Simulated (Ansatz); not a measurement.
# C₃H₈Cl₃NSi: one species, many methods

One table from this session's results is given with a row withheld; the runs are named, their logs left out.

Program: Ansatz 0.2.0, Gaussian basis. Level of theory: functionals in def2-TZVPP, the program's frozen cores in correlated methods. These are calculated values, not measurements.

The runs, in order: LDA (SPW92), PBE-D4, revPBE-D4, BLYP-D4, r2SCAN-D4, B97M-V, PBE0-D4, B3LYP-D4, r2SCANh-D4, r2SCAN0-D4, HSE06-D4, BHLYP-D4, CAM-B3LYP-D4, LC-ωPBE, ωB97X-V, ωB97M-V, B2PLYP, PBE-QIDH; CCSD(T)/def2-SVP; CCSD(T)/def2-TZVPP; MP2/def2-QZVPP; extrapolation to the limit; RPA on PBE.

## Structure used throughout

All runs share one geometry, relaxed beforehand with PBE0-D4 in a triple-zeta def2 set.

SMILES `CC(C)N[Si](Cl)(Cl)Cl`, 16 atoms, charge 0, spin multiplicity 1.

Atoms are counted from 1 here; the program's logs count them from 0.

Bond lengths: C1–C2 1.520 Å, C1–H9 1.092 Å, C1–H10 1.095 Å, C1–H11 1.091 Å, C2–C3 1.520 Å, C2–N4 1.458 Å, C2–H12 1.097 Å, C3–H13 1.095 Å, C3–H14 1.091 Å, C3–H15 1.092 Å, N4–Si5 1.675 Å, N4–H16 1.008 Å, Si5–Cl6 2.041 Å, Si5–Cl7 2.042 Å, Si5–Cl8 2.033 Å. Angles: C2–C1–H9 111.0°, C2–C1–H10 110.4°, C2–C1–H11 110.7°, H9–C1–H10 107.8°, H9–C1–H11 108.6°, H10–C1–H11 108.2°, C1–C2–C3 112.2°, C1–C2–N4 110.9°, C1–C2–H12 108.1°, C3–C2–N4 110.7°, C3–C2–H12 108.1°, N4–C2–H12 106.6°, C2–C3–H13 110.4°, C2–C3–H14 110.7°, C2–C3–H15 111.0°, H13–C3–H14 108.2°, H13–C3–H15 107.8°, H14–C3–H15 108.7° and more.

Coordinates:

```xyz
16
C3H8Cl3NSi
C     1.52510    0.05776   -0.97703
C     0.53109    0.03610    0.17248
C     0.92526   -0.95774    1.25239
N    -0.81766   -0.23488   -0.31145
Si   -2.11237    0.82337   -0.22114
Cl   -2.53298    1.36326    1.70221
Cl   -1.76083    2.57790   -1.20558
Cl   -3.72828   -0.09801   -1.04032
H     2.52992    0.29633   -0.62081
H     1.56638   -0.92155   -1.46411
H     1.23504    0.79785   -1.72457
H     0.50748    1.03597    0.62196
H     0.94310   -1.97424    0.84687
H     0.21267   -0.93310    2.07837
H     1.92117   -0.73648    1.64300
H    -0.94508   -1.13254   -0.75228
```

The first run:

Contents of in.yaml:

```yaml
crystal:
  periodic: [false, false, false]
  atoms:
    - {symbol: C, position_ang: [1.525099, 0.057756, -0.977034]}
    - {symbol: C, position_ang: [0.531091, 0.036104, 0.172483]}
    - {symbol: C, position_ang: [0.925255, -0.957745, 1.252389]}
    - {symbol: N, position_ang: [-0.817664, -0.234877, -0.311449]}
    - {symbol: Si, position_ang: [-2.112374, 0.823367, -0.221140]}
    - {symbol: Cl, position_ang: [-2.532977, 1.363263, 1.702206]}
    - {symbol: Cl, position_ang: [-1.760828, 2.577903, -1.205577]}
    - {symbol: Cl, position_ang: [-3.728275, -0.098012, -1.040317]}
    - {symbol: H, position_ang: [2.529919, 0.296333, -0.620811]}
    - {symbol: H, position_ang: [1.566379, -0.921548, -1.464113]}
    - {symbol: H, position_ang: [1.235038, 0.797855, -1.724566]}
    - {symbol: H, position_ang: [0.507482, 1.035974, 0.621958]}
    - {symbol: H, position_ang: [0.943095, -1.974244, 0.846873]}
    - {symbol: H, position_ang: [0.212674, -0.933105, 2.078369]}
    - {symbol: H, position_ang: [1.921172, -0.736485, 1.642999]}
    - {symbol: H, position_ang: [-0.945076, -1.132538, -0.752280]}
basis:
  gaussian: {orbitals: def2-TZVPP}
hamiltonian: {xc: lda}
output: {orbitals: {seedname: orbitals}}
```

Launch:

```console
> ansatz run in.yaml --threads 4 --pin off --events-out ev --progress --plain --max-ram 41984MiB --backend cuda --devices 0, --max-vram 37GiB
```

Among the steps run: LDA; PBE-D4 (GGA); revPBE-D4 (GGA); BLYP-D4 (GGA); r2SCAN-D4 (meta-GGA); B97M-V (meta-GGA); PBE0-D4 (hybrid); B3LYP-D4 (hybrid); r2SCANh-D4 (hybrid); r2SCAN0-D4 (hybrid); HSE06-D4 (hybrid); BHLYP-D4 (hybrid); CAM-B3LYP-D4 (range-separated); LC-ωPBE (range-separated); ωB97X-V (range-separated); ωB97M-V (range-separated); B2PLYP (double hybrid); PBE-QIDH (double hybrid).

One of the session's tables, all rows but one given; the rest of the session is left out.

It belongs to the step «Frontier levels by functional». 

| functional | HOMO (eV) | gap (eV) |
| --- | --- | --- |
| LDA (SPW92) | -6.33 | 5.36 |
| PBE-D4 | -6.15 | 5.45 |
| revPBE-D4 | -6.08 | 5.50 |
| BLYP-D4 | -6.01 | 5.41 |
| r2SCAN-D4 | -6.44 | 6.16 |
| B97M-V | -6.56 | 6.28 |
| PBE0-D4 | -7.54 | 7.85 |
| B3LYP-D4 | -7.30 | 7.33 |
| r2SCANh-D4 | -6.96 | 7.02 |
| r2SCAN0-D4 | -7.74 | 8.31 |
| HSE06-D4 | -7.14 | 7.07 |
| BHLYP-D4 | -8.84 | 10.10 |
| CAM-B3LYP-D4 | ? | ? |
| LC-ωPBE | -10.33 | 12.97 |
| ωB97X-V | -9.96 | 12.41 |
| ωB97M-V | -9.85 | 11.95 |

Estimate the missing values for CAM-B3LYP-D4.

**Answer.** HOMO (eV): -8.94; gap (eV): 10.28. In the column «HOMO (eV)» it lies between ωB97M-V (-9.85) and BHLYP-D4 (-8.84).
